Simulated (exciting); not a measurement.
**Ni under changes of volume**

One of the cells (10.890 Å³/atom); the others are scaled copies at fixed shape and fractional positions:

```
Ni
1.0
     0.00000    1.75927    1.75927
     1.75927    0.00000    1.75927
     1.75927    1.75927    0.00000
Ni
1
Direct
  0.00000 0.00000 0.00000
```

The cell was built by a generator and needn't be a form met in nature.

```yaml
Program: exciting (release sodium)
Functional: PBE
Potentials_or_basis: all-electron LAPW+lo, shipped species files with second energy derivatives, valence relativity iora*
rgkmax: 8
k_mesh: 12 × 12 × 12
Occupations: fermi-dirac, width 0.05 eV
Spin: collinear spin, ferromagnetic start
```

| volume (Å³/atom) | energy over the lowest point (meV/atom) | moment (μB per cell) |
| --- | --- | --- |
| 10.237 | 26.49 | 0.65 |
| 10.454 | ? | ? |
| 10.672 | 2.88 | 0.68 |
| 10.890 | 0.00 | 0.69 |
| 11.108 | 4.23 | 0.69 |
| 11.326 | 11.99 | 0.70 |
| 11.543 | 24.48 | 0.70 |

Q: What does the run at 10.454 Å³/atom give?

A: Energy over the lowest point 10.80 meV/atom; moment 0.67 μB per cell.

Worked out: A Birch-Murnaghan fit of order 3 (a polynomial in V^(-2/3)) to the other rows has its minimum at 10.86 Å³/atom with B0 = V·E''(V) = 205 GPa and B' = 5.4. It gives 11.06 meV/atom at 10.454 Å³/atom, against the run's 10.80. A parabola through the other rows of the moment, of slope 0.0637 μB per Å³/atom there, gives 0.67 μB, against the run's 0.67.

Energies are extrapolated to zero smearing.

Caveats: rgkmax is low for these elements, so energy differences scatter by about 1 meV per atom; the free energy is that total less TS from the occupations.
